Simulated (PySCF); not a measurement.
# A diatomic session: RbSe

One table from this session's results is given with a row withheld; the runs are named, their logs left out.

Computed with PySCF 2.14.0. Level: Rb def2-TZVPP with ECP28, Se def2-TZVPP, scalar-relativistic core potentials.

The first run:

A driver script around PySCF takes these settings:

| Quantity | Value |
| --- | --- |
| atoms | Rb, Se |
| charge | 0 |
| basis | Rb def2-TZVPP with ECP28, Se def2-TZVPP |
| Hamiltonian | scalar-relativistic core potentials |
| basis functions | 88 |
| electrons treated | 43 |
| masses in u | 84.9118, 79.9165 |
| levels | PBE0, PBE, r²SCAN, LDA, M06-L, TPSSh, B2PLYP, HSE06, HF, MP2, SCS-MP2, CCSD, CCSD(T) |
| grid | 80 radial by 434 angular points |
| occupations | held fixed by the projection of orbital angular momentum |
| dissociation limit | Rb + Se, each in its ground configuration |
| starting distance in angstrom | 3.175 |
| values of 2S to try | 1, 3 |

Started as:

```console
$ OMP_NUM_THREADS=1 python dia.py task.json out
```

Steps of the session up to this table: Input; The PBE0 curve of the state that the search chose; Other states along the same grid; PBE (GGA); r²SCAN (meta-GGA); LDA; M06-L (meta-GGA); TPSSh (hybrid meta-GGA); B2PLYP (double hybrid); HSE06; UHF; Adding correlation.

One of the session's tables, all rows but one given; the rest of the session is left out.

Energy (eV) from each level's lowest point:

| R (Å) | UHF | UHF-MP2 | UHF-SCS-MP2 | UHF-CCSD | UHF-CCSD(T) |
| --- | --- | --- | --- | --- | --- |
| 2.699 | 0.707 | 0.528 | 0.557 | n/a | n/a |
| 2.824 | 0.347 | 0.230 | 0.249 | 0.244 | 0.240 |
| 2.950 | 0.136 | 0.070 | 0.080 | 0.078 | 0.076 |
| 3.044 | 0.049 | 0.015 | 0.020 | 0.018 | 0.017 |
| 3.138 | 0.007 | 0.000 | 0.000 | 0.000 | 0.000 |
| 3.232 | ? | ? | ? | ? | ? |
| 3.358 | 0.029 | 0.070 | 0.061 | 0.064 | 0.065 |
| 3.515 | 0.109 | 0.174 | 0.161 | 0.165 | 0.166 |
| 3.703 | 0.241 | 0.328 | 0.310 | 0.316 | 0.317 |
| 3.954 | 0.447 | 0.553 | 0.531 | n/a | n/a |

Estimate the missing values for R (Å) = 3.232.

Worked estimate for «UHF». A straight line through the neighbours (3.138, 0.007) and (3.358, 0.029) gives 0.007 + (0.029 − 0.007) × (3.232 − 3.138) / (3.358 − 3.138) = 0.016; a parabola fitted to 4 rows on both sides gives 0.003.

**Answer.** UHF: 0.000; UHF-MP2: 0.015; UHF-SCS-MP2: 0.011; UHF-CCSD: 0.013; UHF-CCSD(T): 0.013. In «UHF» the line misses by +0.016 and the parabola by +0.003.

Caveats from the session: At some levels the lowest empty orbital lies below the highest filled one (the two can be of opposite spin).
